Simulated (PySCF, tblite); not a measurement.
# C2H10OSeSi2: geometry, infrared bands and NMR shifts

Aim: predict the infrared bands and NMR shifts of C2H10OSeSi2 (`[SiH3]OCC[SiH2][SeH]`).

The runs use tblite 0.8.0 and PySCF 2.14.0, with density-fitted response routines of our own; the level of theory stands in each step. All values are computed, except where a source is named. Atoms are numbered from 0 throughout.

## Step 1: The molecule as given

16 atoms, charge 0, multiplicity 1; geometry from: force field or distance geometry start.

Bonds of the start (Å): Si0–O1 1.75, O1–C2 1.41, C2–C3 1.50, C3–Si4 1.82, Si4–Se5 2.30, Si0–H6 1.47, Si0–H7 1.47, Si0–H8 1.47, C2–H9 1.12, C2–H10 1.10, C3–H11 1.12, C3–H12 1.14, Si4–H13 1.48, Si4–H14 1.45, Se5–H15 1.53.

## Step 2: Optimising the geometry with GFN2-xTB

The job: settings as JSON, then the geometry in Å.

```
{"job": {"kind": "relax", "xc": "GFN2-xTB", "basis": "xTB"}, "charge": 0, "multiplicity": 1}
Si     2.652600     0.837500     0.081300
O      0.938300     0.689600     0.386600
C      0.663400    -0.685000     0.542200
C     -0.795000    -0.920900     0.805100
Si    -1.985900    -0.355800    -0.444200
Se    -2.390800     1.888500    -0.146700
H      2.955600     0.211800    -1.208800
H      3.431800     0.185700     1.145900
H      2.942100     2.280200     0.083200
H      1.213600    -0.986600     1.470400
H      1.078400    -1.278100    -0.286700
H     -1.019000    -0.438900     1.790700
H     -0.902000    -2.041200     0.963800
H     -3.305300    -0.995600    -0.211900
H     -1.610500    -0.521700    -1.830500
H     -3.874900     2.139500     0.115800
```

On the command line:

```bash
> OMP_NUM_THREADS=1 python probes_run.py task.json out
```

One launch serves the whole session: the jobs run in the order shown.

**Question.** This job is followed by: GFN2-xTB harmonic vibrations, gas phase; GIAO PBE0/pcSseg-1 NMR shielding, non-relativistic, gas phase. Predict these results of the whole session: strongest single infrared mode (GFN2-xTB); zero-point energy (GFN2-xTB); ¹³C shifts against TMS (PBE0/pcSseg-1); ¹H shifts against TMS (PBE0/pcSseg-1, means over atoms taken as alike); ²⁹Si shifts against TMS (PBE0/pcSseg-1); ¹⁷O shifts against H2O (PBE0/pcSseg-1); ⁷⁷Se shifts against Me2Se (PBE0/pcSseg-1).

**Answer**, as computed:

```
                                                              quantity                             value
                             strongest single infrared mode (GFN2-xTB)             2039 cm⁻¹, 437 km/mol
                                          zero-point energy (GFN2-xTB)                     67.3 kcal/mol
                                ¹³C shifts against TMS (PBE0/pcSseg-1)                    66.4, 22.7 ppm
¹H shifts against TMS (PBE0/pcSseg-1, means over atoms taken as alike)  4.90, 4.88, 4.01, 1.45, 0.42 ppm
                               ²⁹Si shifts against TMS (PBE0/pcSseg-1)                  -33.5, -36.2 ppm
                                ¹⁷O shifts against H2O (PBE0/pcSseg-1)                          33.3 ppm
                             ⁷⁷Se shifts against Me2Se (PBE0/pcSseg-1)                          -486 ppm
```

What this shows: Over 101 steps the energy fell by 0.849 eV; of the close pairs, Si0–O1 changed most, 1.748 to 1.631 Å. All 42 modes are real, so the xTB geometry is a minimum. The strongest single mode, at 2039 cm⁻¹, moves mainly H15. Unscaled tight-binding wavenumbers are off by several per cent, some by more. Its intensities can rank the bands wrongly. The most deshielded carbon is C2 (sp3 CH2 bonded to O), at 66.4 ppm: pulled downfield by the heteroatom. At PBE0/pcSseg-1: The widest tensor belongs to Se5: span 644 ppm, with a paramagnetic part of -757 ppm. Spin-orbit coupling is left out, which matters for shieldings and couplings at and beside the heavy atoms.
